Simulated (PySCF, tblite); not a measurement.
# C5H9O2P: geometry, infrared bands and NMR shifts

What infrared bands and NMR shifts should C5H9O2P (`O=C1CC[PH](=O)CC1`) show?

The runs use tblite 0.8.0 and PySCF 2.14.0, with density-fitted response routines of our own; the level of theory stands in each step. All values are computed, except where a source is named. Atoms are numbered from 0 throughout.

### 1 The molecule as given

17 atoms, charge 0, multiplicity 1; geometry from: force field or distance geometry start.

Bonds of the start (Å): O0–C1 1.24, C1–C2 1.50, C2–C3 1.53, C3–P4 1.81, P4–O5 1.52, P4–C6 1.82, C6–C7 1.52, C7–C1 1.51, C2–H8 1.10, C2–H9 1.10, C3–H10 1.09, C3–H11 1.10, P4–H12 1.41, C6–H13 1.09, C6–H14 1.10, C7–H15 1.09, C7–H16 1.09.

### 2 Optimising the geometry with GFN2-xTB

What the job is given:

```
{"job": {"kind": "relax", "xc": "GFN2-xTB", "basis": "xTB"}, "charge": 0, "multiplicity": 1}
O      0.734100    -2.382200     0.958800
C      0.346300    -1.444400     0.237700
C     -1.106300    -1.097900     0.124400
C     -1.353000     0.323600     0.624200
P     -0.386100     1.545000    -0.294000
O     -0.757400     1.420000    -1.762600
C      1.277300     0.835600    -0.077900
C      1.344500    -0.607500    -0.534500
H     -1.397600    -1.195500    -0.929500
H     -1.710500    -1.812300     0.705000
H     -2.415000     0.575200     0.549700
H     -1.069400     0.392800     1.688900
H     -0.474800     2.816300     0.320000
H      1.997400     1.441700    -0.635900
H      1.526300     0.914400     0.991300
H      1.090900    -0.700800    -1.589600
H      2.346300    -1.011900    -0.385600
```

Run with:

```sh
$ OMP_NUM_THREADS=1 python probes_run.py task.json out
```

The driver reads the jobs from task.json and runs them one after another.

**Question.** This job is followed by: GFN2-xTB harmonic vibrations, gas phase; GIAO PBE0/pcSseg-1 NMR shielding, non-relativistic, gas phase. Predict these results of the whole session: strongest single infrared mode (GFN2-xTB); zero-point energy (GFN2-xTB); 13C shifts against TMS (PBE0/pcSseg-1, means over atoms taken as alike); 1H shifts against TMS (PBE0/pcSseg-1, means over atoms taken as alike); 17O shifts against H2O (PBE0/pcSseg-1); 31P shifts against H3PO4 (PBE0/pcSseg-1).

**Answer**, as computed:

```
                                                               quantity                             value
                              strongest single infrared mode (GFN2-xTB)             1778 cm⁻¹, 352 km/mol
                                           zero-point energy (GFN2-xTB)                     83.5 kcal/mol
13C shifts against TMS (PBE0/pcSseg-1, means over atoms taken as alike)             213.8, 38.4, 34.1 ppm
 1H shifts against TMS (PBE0/pcSseg-1, means over atoms taken as alike)  7.38, 3.40, 2.47, 2.34, 1.57 ppm
                                 17O shifts against H2O (PBE0/pcSseg-1)                   691.4, 72.2 ppm
                               31P shifts against H3PO4 (PBE0/pcSseg-1)                         -19.7 ppm
```

The optimisation took 48 steps and gained 0.394 eV; among the close pairs (by a distance rule), P4–O5 changed most, from 1.520 to 1.463 Å. No mode is imaginary among the 45: a minimum at this level. The strongest single mode, at 1778 cm⁻¹, moves mainly C1 and O0. Unscaled tight-binding wavenumbers are off by several per cent, some by more. Its intensities can rank the bands wrongly. The most deshielded carbon is C1 (ketone carbonyl carbon), at 213.8 ppm: the double bond to the heteroatom, with no lone-pair donor beside it, deshields it most. At PBE0/pcSseg-1: Shielding is most anisotropic at O0 (span 1253 ppm, paramagnetic term -753 ppm).
